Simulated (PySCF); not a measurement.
**A diatomic session: LiTl**

The task here is to estimate one member of a computed series from the others.

Method: Li cc-pVDZ, Tl cc-pVDZ-PP with ECP60, scalar-relativistic core potentials; program: PySCF 2.14.0.

The first run:

Settings of the job:

```json
{
 "atoms": "Li, Tl",
 "charge": "0",
 "basis": "Li cc-pVDZ, Tl cc-pVDZ-PP with ECP60",
 "Hamiltonian": "scalar-relativistic core potentials",
 "basis functions": "37",
 "electrons treated": "24",
 "masses in u": "7.0160, 204.9744",
 "levels": "PBE0, PBE, r²SCAN, M06-2X, TPSS, B3LYP, HF, MP2, SCS-MP2, CCSD, CCSD(T)",
 "grid": "80 radial by 434 angular points",
 "occupations": "held fixed by the projection of orbital angular momentum",
 "dissociation limit": "Li + Tl, each in its ground configuration",
 "starting distance in angstrom": "2.715",
 "values of 2S to try": "0, 2"
}
```

Run with:

```bash
$ OMP_NUM_THREADS=1 python dia.py task.json out
```

Steps of the session up to this table: Input; PBE0 along the bond; Excited determinants; PBE; r²SCAN; M06-2X (hybrid meta-GGA); TPSS; B3LYP (global hybrid GGA); RHF; Correlated methods on the Hartree–Fock reference.

One of the session's tables, all rows but one given; the rest of the session is left out.

Energy (eV) from each level's lowest point:

```
R (Å)    RHF  RHF-MP2  RHF-SCS-MP2  RHF-CCSD  RHF-CCSD(T)
2.611  0.264    0.212        0.228       n/a          n/a
2.732  0.130    0.094        0.106     0.092        0.088
2.854  0.050    0.029        0.036     0.029        0.026
2.945      ?        ?            ?         ?            ?
3.036  0.000    0.000        0.000     0.000        0.000
3.127  0.000    0.009        0.006     0.008        0.009
3.248  0.018    0.039        0.031     0.035        0.036
3.400  0.064    0.098        0.084     0.090        0.090
3.583  0.143    0.189        0.170     0.173        0.172
3.825  0.273    0.333        0.306       n/a          n/a
```

Estimate the missing values for R (Å) = 2.945.

Worked estimate for «RHF». A straight line through the neighbours (2.854, 0.050) and (3.036, 0.000) gives 0.050 + (0.000 − 0.050) × (2.945 − 2.854) / (3.036 − 2.854) = 0.025; a parabola fitted to 4 rows on both sides gives 0.015.

**Answer.** RHF: 0.016; RHF-MP2: 0.005; RHF-SCS-MP2: 0.009; RHF-CCSD: 0.006; RHF-CCSD(T): 0.005. In «RHF» the line misses by +0.009 and the parabola by -0.001.
